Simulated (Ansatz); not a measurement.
# AlSi16: the cost of one run

Method: DFT PBE, plane waves, PAW, scalar-relativistic, collinear spin, in Ansatz 0.2.0.

1 further run of the same task is left out (it didn't finish).

## (1) Starting point

The cell holds 17 atoms (AlSi16): a = 7.679 Å, b = 7.679 Å, c = 7.679 Å, α = 60.00°, β = 60.00°, γ = 60.00°.

The coordinates stand in the first input below.

## (2) End point A

input.yaml reads:

```yaml
crystal:
  lattice:
    - [0.0, 5.43, 5.43]
    - [5.43, 0.0, 5.43]
    - [5.43, 5.43, 0.0]
  atoms:
    - { symbol: Si, position: [0.0, 0.0, 0.0] }
    - { symbol: Si, position: [0.125, 0.125, 0.125] }
    - { symbol: Si, position: [0.0, 0.0, 0.5] }
    - { symbol: Si, position: [0.125, 0.125, 0.625] }
    - { symbol: Si, position: [0.0, 0.5, 0.0] }
    - { symbol: Si, position: [0.125, 0.625, 0.125] }
    - { symbol: Si, position: [0.0, 0.5, 0.5] }
    - { symbol: Si, position: [0.125, 0.625, 0.625] }
    - { symbol: Si, position: [0.5, 0.0, 0.0] }
    - { symbol: Si, position: [0.625, 0.125, 0.125] }
    - { symbol: Si, position: [0.5, 0.0, 0.5] }
    - { symbol: Si, position: [0.625, 0.125, 0.625] }
    - { symbol: Si, position: [0.5, 0.5, 0.0] }
    - { symbol: Si, position: [0.625, 0.625, 0.125] }
    - { symbol: Si, position: [0.5, 0.5, 0.5] }
    - { symbol: Si, position: [0.625, 0.625, 0.625] }
    - { symbol: Al, position: [0.062896, 0.3134052, 0.8187917], spin: 1.0 }
magnetization:
  spin_polarized: true
basis:
  ecutwfc: 420.0
kpoints:
  mp_grid: { grid: [2, 2, 2] }
hamiltonian:
  xc: pbe
  pseudopotentials: { kind: paw, azcp: { folder: soft_1 } }
scf:
  occupations: { method: gaussian, width: 0.05 }
  lower_state_search: "off"
relax:
  f_tol: 0.03
  max_steps: 60
  adjacent_minimum: "off"
```

Started as:

```console
$ ansatz run input.yaml --threads 2 --pin off --max-ram 5120MiB --backend cpu --events-out ev --progress --plain --runs-dir out
```

**Question.** How long does this run take on 2 threads of Arm Neoverse V2, shared host, and how much memory does it need?

About 73 s, with a peak of 0.68 GiB.
